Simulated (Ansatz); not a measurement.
# GeHF (triplet): RPA-PBE over vertical spin and charge gaps, cc-pVDZ

Aim: run GeHF (triplet) with these functionals over vertical spin and charge gaps, and hold them against the top wave-function level at the same points.

Program: Ansatz 0.2.0, Gaussian basis. Level of theory: cc-pVDZ, all electrons in the functionals, frozen cores in the correlation of double hybrids and RPA. These are calculated values, not measurements.

The runs, in order: RPA-PBE, at charge 0, triplet; charge 0, singlet; charge 0, quintet; charge 1, doublet; charge 1, quartet.

13 further runs of the same task are left out: 9 for a known fault of the program, 4 set aside as unsound or not needed.

## (1) The system

The geometry is a PBE0/def2-TZVP stationary point (not a proven minimum). No spin-orbit coupling is included. The filled d shell of Ge may be among the frozen orbitals whatever the setting's name suggests; the logs give the count.

3 atoms, charge 0, spin multiplicity 3.

Atoms are counted from 1 here; the program's logs count them from 0.

Bond lengths: Ge1–F2 1.745 Å, Ge1–H3 1.562 Å. Angles: F2–Ge1–H3 113.0°.

Geometry (Å):

```csv
atom,x (Å),y (Å),z (Å)
Ge1,0.0000,-0.0395,0.3494
F2,0.0000,0.0792,-1.3917
H3,0.0000,1.3536,1.0549
```

No dispersion term is added.

The geometry shown and the zero of energy belong to the point charge 0, triplet. The yardstick, UCCSDTQ, and other wave-function levels (R restricted, U unrestricted, valence and pair active spaces) come from earlier runs.

## (2) RPA-PBE, charge 0, triplet

Input file in.yaml:

```yaml
crystal:
  periodic: [false, false, false]
  atoms:
    - {symbol: Ge, position_ang: [0.000000, -0.039495, 0.349357]}
    - {symbol: F, position_ang: [0.000000, 0.079196, -1.391730]}
    - {symbol: H, position_ang: [0.000000, 1.353574, 1.054945]}
basis:
  gaussian: {orbitals: cc-pVDZ}
magnetization: {spin_polarized: true, initial_magnetization: 2}
hamiltonian: {xc: {name: PBE}}
correlation: {method: rpa, electrons: outside_noble_gas}
```

The run is started by

```sh
ansatz run in.yaml --threads 1 --pin off --events-out ev --progress --plain --max-ram 4096MiB --backend cpu
```

Output:

```text
Functional definition: PBE
  name "PBE"
  cite "Perdew, Burke & Ernzerhof, Phys. Rev. Lett. 77, 3865 (1996) doi:10.1103/PhysRevLett.77.3865"
  parent pbe
  parameter kappa = 0.804
  parameter beta = 0.06672455060314922
  exchange = pbe_x(kappa = kappa, mu = beta*pi^2/3)
  correlation = pbe_c(beta = beta)
502 factors; integrals over basis functions are off by at most 1.2e-3 eV
mean field evaluation 1: about -59235.8393 eV, gradient 2.2e1 eV
mean field evaluation 2: about -59235.8368 eV, gradient 2.2e1 eV
mean field evaluation 4: about -59237.2210 eV, gradient 5.2e0 eV
mean field evaluation 8: about -59237.4386 eV, gradient 8.8e-2 eV
mean field evaluation 16: about -59237.4387 eV, gradient 9.2e-6 eV
mean field -59237.43868572 eV, -2176.9357191222 hartree, gradient 1.6e-6 eV, S^2 2.002033; 0 other end points of the search recorded, 0 dependent functions left out
15 core orbitals not correlated: weight in the atoms' cores, before any rotation towards them, 0.886 or more for the frozen orbitals, at most 0.114 for the correlated occupied ones
reference -59192.23109766 eV, -2175.2743709037 hartree; 7, 5 occupied and 24, 26 virtual orbitals, 502 factors
Total energy: -59203.46676549 eV, -2175.6872740808 hartree
```

It took 1 s on 1 thread of AMD EPYC 7R13, shared host.

From the report: ⟨S²⟩ of the determinant 2.002 (pure triplet: 2.00).

## (3) RPA-PBE, charge 0, singlet

in.yaml, as its differences from that of step 2:

```diff
@@ -8,3 +8,3 @@
   gaussian: {orbitals: cc-pVDZ}
-magnetization: {spin_polarized: true, initial_magnetization: 2}
+magnetization: {spin_polarized: true, initial_magnetization: 0}
 hamiltonian: {xc: {name: PBE}}
```

The command is unchanged.

Output (excerpt; [...] marks lines left out):

```text
Functional definition: PBE
  name "PBE"
  cite "Perdew, Burke & Ernzerhof, Phys. Rev. Lett. 77, 3865 (1996) doi:10.1103/PhysRevLett.77.3865"
  parent pbe
[...]
502 factors; integrals over basis functions are off by at most 1.2e-3 eV
[...]
mean field -59239.03600367 eV, -2176.9944194742 hartree, gradient 9.8e-6 eV, S^2 0.000000; 4 other end points of the search recorded, 0 dependent functions left out
15 core orbitals not correlated: weight in the atoms' cores, before any rotation towards them, 0.894 or more for the frozen orbitals, at most 0.119 for the correlated occupied ones
reference -59193.30302982 eV, -2175.3137636839 hartree; 6, 6 occupied and 25, 25 virtual orbitals, 502 factors
Total energy: -59205.14399176 eV, -2175.7489110094 hartree
```

Wall time 2.1 s (1 thread of AMD EPYC 7R13, shared host).

From the report: ⟨S²⟩ of the determinant 0.000 (pure singlet: 0.00).

From charge 0, triplet: -161.8 kJ/mol.

## (4) RPA-PBE, charge 0, quintet

in.yaml, as its differences from that of step 3:

```diff
@@ -8,3 +8,3 @@
   gaussian: {orbitals: cc-pVDZ}
-magnetization: {spin_polarized: true, initial_magnetization: 0}
+magnetization: {spin_polarized: true, initial_magnetization: 4}
 hamiltonian: {xc: {name: PBE}}
```

The command is unchanged.

Output (excerpt; [...] marks lines left out):

```text
Functional definition: PBE
  name "PBE"
  cite "Perdew, Burke & Ernzerhof, Phys. Rev. Lett. 77, 3865 (1996) doi:10.1103/PhysRevLett.77.3865"
  parent pbe
[...]
502 factors; integrals over basis functions are off by at most 1.2e-3 eV
[...]
mean field -59229.28454184 eV, -2176.6360598616 hartree, gradient 5.0e-6 eV, S^2 6.002160; 12 other end points of the search recorded, 0 dependent functions left out
15 core orbitals not correlated: weight in the atoms' cores, before any rotation towards them, 0.548 or more for the frozen orbitals, at most 0.459 for the correlated occupied ones
reference -59184.01859829 eV, -2174.9725671184 hartree; 8, 4 occupied and 23, 27 virtual orbitals, 502 factors
Total energy: -59195.36615730 eV, -2175.3895822206 hartree
```

Wall time 4.6 s (1 thread of AMD EPYC 7R13, shared host).

From the report: ⟨S²⟩ of the determinant 6.002 (pure quintet: 6.00).

From charge 0, triplet: +781.6 kJ/mol.

## (5) RPA-PBE, charge 1, doublet

in.yaml, as its differences from that of step 4:

```diff
@@ -8,3 +8,4 @@
   gaussian: {orbitals: cc-pVDZ}
-magnetization: {spin_polarized: true, initial_magnetization: 4}
+total_charge: 1
+magnetization: {spin_polarized: true, initial_magnetization: 1}
 hamiltonian: {xc: {name: PBE}}
```

Same command.

Output (excerpt; [...] marks lines left out):

```text
Functional definition: PBE
  name "PBE"
  cite "Perdew, Burke & Ernzerhof, Phys. Rev. Lett. 77, 3865 (1996) doi:10.1103/PhysRevLett.77.3865"
  parent pbe
[...]
501 factors; integrals over basis functions are off by at most 1.2e-3 eV
[...]
mean field -59229.80495625 eV, -2176.6551847385 hartree, gradient 1.7e-6 eV, S^2 0.753864; 0 other end points of the search recorded, 0 dependent functions left out
15 core orbitals not correlated: weight in the atoms' cores, before any rotation towards them, 0.952 or more for the frozen orbitals, at most 0.055 for the correlated occupied ones
reference -59184.51859118 eV, -2174.9909415185 hartree; 6, 5 occupied and 25, 26 virtual orbitals, 501 factors
Total energy: -59195.84774496 eV, -2175.4072802407 hartree
```

It took 1.1 s on 1 thread of AMD EPYC 7R13, shared host.

From the report: ⟨S²⟩ of the determinant 0.754 (pure doublet: 0.75).

From charge 0, triplet: +735.1 kJ/mol.

## (6) RPA-PBE, charge 1, quartet

in.yaml, as its differences from that of step 5:

```diff
@@ -9,3 +9,3 @@
 total_charge: 1
-magnetization: {spin_polarized: true, initial_magnetization: 1}
+magnetization: {spin_polarized: true, initial_magnetization: 3}
 hamiltonian: {xc: {name: PBE}}
```

Same command.

Output (excerpt; [...] marks lines left out):

```text
Functional definition: PBE
  name "PBE"
  cite "Perdew, Burke & Ernzerhof, Phys. Rev. Lett. 77, 3865 (1996) doi:10.1103/PhysRevLett.77.3865"
  parent pbe
[...]
501 factors; integrals over basis functions are off by at most 1.2e-3 eV
[...]
mean field -59223.83538763 eV, -2176.4358071380 hartree, gradient 1.1e-6 eV, S^2 3.754926; 8 other end points of the search recorded, 0 dependent functions left out
15 core orbitals not correlated: weight in the atoms' cores, before any rotation towards them, 0.705 or more for the frozen orbitals, at most 0.303 for the correlated occupied ones
reference -59179.18244035 eV, -2174.7948415924 hartree; 7, 4 occupied and 24, 27 virtual orbitals, 501 factors
Total energy: -59190.19867765 eV, -2175.1996808460 hartree
```

It took 3.6 s on 1 thread of AMD EPYC 7R13, shared host.

From the report: ⟨S²⟩ of the determinant 3.755 (pure quartet: 3.75).

From charge 0, triplet: +1280.2 kJ/mol.

## (7) Against the wave-function levels

The yardstick is UCCSDTQ, where the cluster series has nearly closed. It comes from earlier runs at the same points. Energies in kJ/mol, counted from charge 0, triplet; blanks weren't run or aren't comparable.

```csv
level,triplet to singlet,triplet to quintet,ionisation to the doublet cation,ionisation to the quartet cation
UCCSDTQ,-151.5,826.0,733.1,1316.1
RPA-PBE,-161.8,781.6,735.1,1280.2
```

Largest miss and mean time a point (UCCSDTQ took 1.9 min a point; shared hosts):

```csv
level,largest miss (kJ/mol),where,time a point
RPA-PBE,-44.5,triplet to quintet,2.5 s
```

## (8) Summary of results

| quantity | value |
| --- | --- |
| triplet to singlet, UCCSDTQ | -151.5 kJ/mol |
| triplet to quintet, UCCSDTQ | 826.0 kJ/mol |
| ionisation to the doublet cation, UCCSDTQ | 733.1 kJ/mol |
| ionisation to the quartet cation, UCCSDTQ | 1316.1 kJ/mol |
| largest miss, RPA-PBE | -44.5 kJ/mol (triplet to quintet) |

In words: RPA-PBE strays by up to 44.5 kJ/mol, at triplet to quintet. Functionals and the yardstick converge differently with the basis, so part of each miss in cc-pVDZ is the basis.
